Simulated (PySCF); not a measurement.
# C4H12SW (WSMe4): the cost of one run

The runs use PySCF 2.14.0, with density-fitted response routines of our own; the level of theory stands in each step. All values are computed, except where a source is named. Atoms are numbered from 0 throughout.

**1. The starting structure**

18 atoms, charge 0, multiplicity 1; geometry from: GFN2-xTB. The atoms were then displaced at random by about 0.03 Å, so the start is not that level's minimum.

Bonds of the start (Å): W0–S1 2.17, W0–C2 2.11, W0–C6 2.28, W0–C10 2.29, W0–C14 2.17, C2–H3 1.21, C2–H4 1.11, C2–H5 1.11, C6–H7 1.12, C6–H8 1.10, C6–H9 1.14, C10–H11 1.09, C10–H12 1.08, C10–H13 1.11, C14–H15 1.06, C14–H16 1.08, C14–H17 1.08.

**2. Geometry optimisation at PBE0-D3(BJ)/def2-SVP**

Job settings and geometry (Å):

```
{"job": {"xc": "PBE0", "basis": "def2-SVP", "d3": "d3bj", "grid": 1, "maxiter": 40, "shake": 0.03, "kind": "geom"}, "charge": 0, "multiplicity": 1}
W      0.062500    -0.076070     0.624340
S     -0.005460    -0.018080     2.794520
C      2.027240    -0.015200    -0.143890
H      2.779170     0.825880     0.295180
H      2.165330     0.067260    -1.244900
H      2.626880    -0.909630     0.141680
C      0.034010     2.082450    -0.113340
H     -0.076450     2.186800    -1.221900
H      0.922030     2.656700     0.181630
H     -0.818010     2.673420     0.362260
C     -2.118770     0.000770    -0.070010
H     -2.622070     0.937050     0.162780
H     -2.763700    -0.771230     0.335700
H     -2.240300    -0.117910    -1.165730
C     -0.019700    -2.117110    -0.121350
H     -0.946070    -2.587130     0.087490
H      0.785400    -2.650400     0.361880
H      0.151660    -2.150660    -1.188610
```

Run with:

```
$ OMP_NUM_THREADS=1 python probes_run.py task.json out
```

The driver reads the jobs from task.json and runs them one after another.

Q: Estimate the wall time and peak memory of this first job on 1 thread of Intel Xeon Platinum 8375C at 2.90GHz, shared host.

About 3.9 min, with a peak of 0.69 GiB.
